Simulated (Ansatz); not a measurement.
**CH₄Cl₂Si: taking an electron away**

One table from this session's results is given with a row withheld; the runs are named, their logs left out.

Computed with Ansatz 0.2.0, Gaussian basis. Level: unrestricted cation, the program's frozen cores in correlated methods.

The runs, in order: UKS PBE-D4/def2-TZVPP; UKS r2SCAN-D4/def2-TZVPP; UKS PBE0-D4/def2-TZVPP; UKS B3LYP-D4/def2-TZVPP; UKS wB97X-V/def2-TZVPP; UKS wB97M-V/def2-TZVPP; UKS B2PLYP/def2-TZVPP; UHF-CCSD(T)/def2-TZVPP; UHF-MP2/def2-QZVPP; extrapolation to the limit; then −ε(HOMO) from the neutral's earlier runs with LDA (SPW92), PBE-D4, revPBE-D4, BLYP-D4, r2SCAN-D4, B97M-V, PBE0-D4, B3LYP-D4, r2SCANh-D4, r2SCAN0-D4, HSE06-D4, BHLYP-D4, CAM-B3LYP-D4, LC-ωPBE, ωB97X-V, ωB97M-V.

**The relaxed structure**

The geometry comes from an earlier relaxation with PBE0-D4 in a triple-zeta def2 set; it is a stationary point, not always the lowest conformer.

8 atoms, charge 0, spin multiplicity 1.

Atoms are counted from 1 here; the program's logs count them from 0.

Bond lengths: C1–Si2 1.847 Å, C1–H5 1.093 Å, C1–H6 1.093 Å, C1–H7 1.092 Å, Si2–Cl3 2.049 Å, Si2–Cl4 2.049 Å, Si2–H8 1.477 Å. Angles: Si2–C1–H5 110.1°, Si2–C1–H6 110.1°, Si2–C1–H7 110.4°, H5–C1–H6 108.8°, H5–C1–H7 108.7°, H6–C1–H7 108.7°, C1–Si2–Cl3 109.8°, C1–Si2–Cl4 109.8°, C1–Si2–H8 113.5°, Cl3–Si2–Cl4 108.8°, Cl3–Si2–H8 107.4°, Cl4–Si2–H8 107.4°.

The first run:

Input file in.yaml:

```yaml
crystal:
  periodic: [false, false, false]
  atoms:
    - {symbol: C, position_ang: [-0.168190, 1.000114, -0.142976]}
    - {symbol: Si, position_ang: [0.058122, -0.802729, 0.188931]}
    - {symbol: Cl, position_ang: [1.964678, -1.153608, 0.852681]}
    - {symbol: Cl, position_ang: [-0.248001, -1.870346, -1.533020]}
    - {symbol: H, position_ang: [-1.182569, 1.191419, -0.501005]}
    - {symbol: H, position_ang: [-0.003386, 1.573941, 0.772071]}
    - {symbol: H, position_ang: [0.539945, 1.340051, -0.901053]}
    - {symbol: H, position_ang: [-0.868499, -1.335942, 1.208573]}
basis:
  gaussian: {orbitals: def2-TZVPP}
total_charge: 1
magnetization: {spin_polarized: true, initial_magnetization: 1}
hamiltonian: {xc: pbe, dispersion: d4}
```

On the command line:

```sh
ansatz run in.yaml --threads 2 --pin off --events-out ev --progress --plain --max-ram 32768MiB --backend cpu
```

Among the steps run: Cation, UKS PBE-D4/def2-TZVPP; Cation, UKS r2SCAN-D4/def2-TZVPP; Cation, UKS PBE0-D4/def2-TZVPP; Cation, UKS B3LYP-D4/def2-TZVPP; Cation, UKS wB97X-V/def2-TZVPP; Cation, UKS wB97M-V/def2-TZVPP; Cation, UKS B2PLYP (frozen core)/def2-TZVPP; Cation, UHF-CCSD(T)/def2-TZVPP; Cation, UHF-MP2/def2-QZVPP.

One of the session's tables, all rows but one given; the rest of the session is left out.

For comparison, −ε(HOMO) of the neutral from earlier runs:

| functional | −ε(HOMO) (eV) |
| --- | --- |
| LDA (SPW92) | 7.58 |
| PBE-D4 | 7.48 |
| revPBE-D4 | 7.44 |
| BLYP-D4 | 7.36 |
| r2SCAN-D4 | 7.83 |
| B97M-V | 7.92 |
| PBE0-D4 | 8.84 |
| B3LYP-D4 | 8.61 |
| r2SCANh-D4 | ? |
| r2SCAN0-D4 | 9.07 |
| HSE06-D4 | 8.44 |
| BHLYP-D4 | 10.10 |
| CAM-B3LYP-D4 | 10.22 |
| LC-ωPBE | 11.61 |
| ωB97X-V | 11.25 |
| ωB97M-V | 11.07 |

Q: Estimate the row for r2SCANh-D4 from the others.

Worked estimate for «−ε(HOMO) (eV)». Against the share of exact exchange, r2SCAN-D4 (0, 7.83), r2SCAN0-D4 (0.25, 9.07) give a slope of 4.96 per unit share; at 0.1 the line stands at 8.33.

As computed: −ε(HOMO) (eV): 8.32. In «−ε(HOMO) (eV)» the line misses by +0.01.
